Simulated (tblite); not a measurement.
# GeH12N2Si3: the cost of one run

Programs: tblite 0.8.0 and PySCF 2.14.0, with density-fitted response routines of our own. Each step states its level of theory. These are calculated values for one molecule in the gas phase, unless marked as measured. Atoms are numbered from 0 throughout.

**1. The starting structure**

18 atoms, charge 0, multiplicity 1; geometry from: force field or distance geometry start.

Bonds of the start (Å): N0–Si1 1.79, Si1–Si2 2.21, Si1–Ge3 2.33, Ge3–N4 1.88, Ge3–Si5 2.32, N0–H6 1.06, N0–H7 1.05, Si1–H8 1.49, Si2–H9 1.46, Si2–H10 1.46, Si2–H11 1.48, Ge3–H12 1.53, N4–H13 1.06, N4–H14 1.05, Si5–H15 1.46, Si5–H16 1.47, Si5–H17 1.48.

**2. Relaxing the molecule with GFN2-xTB**

What the job is given:

```
{"job": {"kind": "relax", "xc": "GFN2-xTB", "basis": "xTB"}, "charge": 0, "multiplicity": 1}
N     -0.690300     2.141500    -0.425000
Si    -0.848100     0.470100     0.194800
Si    -2.850600    -0.331600    -0.274800
Ge     0.855800    -0.722700    -0.856000
N      1.056600    -2.348500     0.059700
Si     2.757300     0.566300    -0.557500
H     -1.447600     2.765800    -0.028000
H      0.253100     2.558000    -0.212900
H     -0.610200     0.440700     1.665200
H     -3.059600    -0.235400    -1.718700
H     -2.937100    -1.720500     0.157200
H     -3.837400     0.472100     0.489200
H      0.535000    -0.907900    -2.336400
H      1.257100    -3.106600    -0.648200
H      0.178100    -2.575300     0.584300
H      3.979700    -0.229500    -0.526900
H      2.746800     1.576800    -1.623200
H      2.652600     1.193000     0.780500
```

The run is started by

```console
$ OMP_NUM_THREADS=1 python probes_run.py task.json out
```

The driver reads the jobs from task.json and runs them one after another.

Q: Estimate the wall time of this first job on 1 thread of Arm Neoverse N1, shared host.

About 1.9 s.
